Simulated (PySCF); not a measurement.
# C8H12NP: the cost of one run

Programs: PySCF 2.14.0, with routines of our own; each step states its level. All values are computed. Atoms count from 0.

## (1) The system as given

22 atoms, charge 0, multiplicity 1; geometry from: GFN2-xTB.

## (2) Magnetic properties: GIAO KT3/pcSseg-1

Job settings and geometry (Å):

```
{"job": {"kind": "mag", "xc": "KT3", "basis": "pcSseg-1", "isotopologues": 0}, "charge": 0, "multiplicity": 1}
C      3.068862    -0.862050    -1.099731
C      1.776210    -1.059294    -0.927932
C      1.087988    -1.058584     0.408346
N     -0.075569    -0.203771     0.390981
C     -1.322546    -0.674570     0.115927
C     -2.282873     0.288367     0.057230
C     -3.729439     0.027669    -0.213144
P     -1.584185     1.890522     0.356057
C     -0.037245     1.144450     0.536524
C      1.243720     1.850578     0.825262
H      3.520786    -0.875745    -2.076526
H      3.733290    -0.687903    -0.268458
H      1.121072    -1.226403    -1.772902
H      1.777489    -0.733476     1.191462
H      0.753330    -2.075658     0.641966
H     -1.465273    -1.732733    -0.023531
H     -3.892421    -1.028489    -0.420796
H     -4.337492     0.311803     0.645397
H     -4.071024     0.609918    -1.068092
H      1.980734     1.664490     0.042834
H      1.668763     1.530548     1.778707
H      1.055414     2.919715     0.879571
```

Level: GIAO KT3/pcSseg-1 magnetisability, rotational g tensor and spin-rotation constants, non-relativistic, gas phase.

On the command line:

```bash
OMP_NUM_THREADS=1 python excited_run.py task.json out
```

The driver reads the jobs from task.json and runs them one after another.

**Question.** How long does this first job take on 1 thread of Arm Neoverse V2, shared host, and how much memory does it need?

About 74 s, with a peak of 0.9 GiB.
